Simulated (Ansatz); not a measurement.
# SrFe2As2: the cost of one run

Computed with Ansatz 0.2.0 (DFT LDA, scalar-relativistic, plane waves, PAW, unless a step's input says otherwise).

2 further runs of the same task are left out: 2 set aside as unsound or not needed.

### Step 1. Starting point

It takes space group I4/mmm (No. 139, tetragonal). Conventional cell: a = 3.891 Å, b = 3.891 Å, c = 11.070 Å, α = 90.00°, β = 90.00°, γ = 90.00°. Around Sr (site symmetry 4/mmm) lie 8 As at 3.19 Å and 8 Fe at 3.38 Å. Fe (site symmetry -4m2) has 4 As at 2.26 Å as nearest neighbours. As (site symmetry 4mm) is surrounded by 4 Fe at 2.26 Å and 4 Sr at 3.19 Å.

As a file:

```
CELL_PARAMETERS angstrom
-1.94552 1.94552 5.53511
1.94552 -1.94552 5.53511
1.94552 1.94552 -5.53511
ATOMIC_POSITIONS crystal
Sr 0.00000 0.00000 0.00000
Fe 0.25000 0.75000 0.50000
Fe 0.75000 0.25000 0.50000
As 0.35439 0.35439 0.00000
As 0.64561 0.64561 0.00000
```

This cell was relaxed beforehand with the same method: volume 16.76 Å³/atom, gap on the mesh none (metal).

### Step 2. Tight relaxation for the response runs, with the smearing for a metal

Response functions are second derivatives at a minimum, so forces and stress are first brought close to zero on the mesh and occupations that the response runs use.

Input file input.yaml:

```yaml
crystal:
  lattice:
    - [-1.9455168173, 1.9455168173, 5.5351142748]
    - [1.9455168173, -1.9455168173, 5.5351142748]
    - [1.9455168173, 1.9455168173, -5.5351142748]
  atoms:
    - { symbol: Sr, position: [0.0, 0.0, 0.0] }
    - { symbol: Fe, position: [0.25, 0.75, 0.5] }
    - { symbol: Fe, position: [0.75, 0.25, 0.5] }
    - { symbol: As, position: [0.3543933049, 0.3543933049, 0.0] }
    - { symbol: As, position: [0.6456066951, 0.6456066951, 0.0] }
basis:
  ecutwfc: 420
kpoints:
  mp_grid: { grid: [14, 14, 14] }
hamiltonian:
  xc: lda
scf:
  occupations: { method: fermi_dirac, width: 0.15 }
output:
  forces: true
  stress: true
  eigenvalues: true
relax:
  adjacent_minimum: "off"
  f_tol: 0.001
  max_steps: 60
  cell: { stress_tol: 0.01 }
```

The run is started by

```
> ansatz run input.yaml --threads 4 --pin off --max-ram 10240MiB --backend cpu --events-out ev --progress --plain --runs-dir out
```

What time and memory should one allow on 4 threads of Intel Xeon at 2.50GHz (Skylake/Cascade Lake), shared host?

About 3.8 min, with a peak of 0.97 GiB.
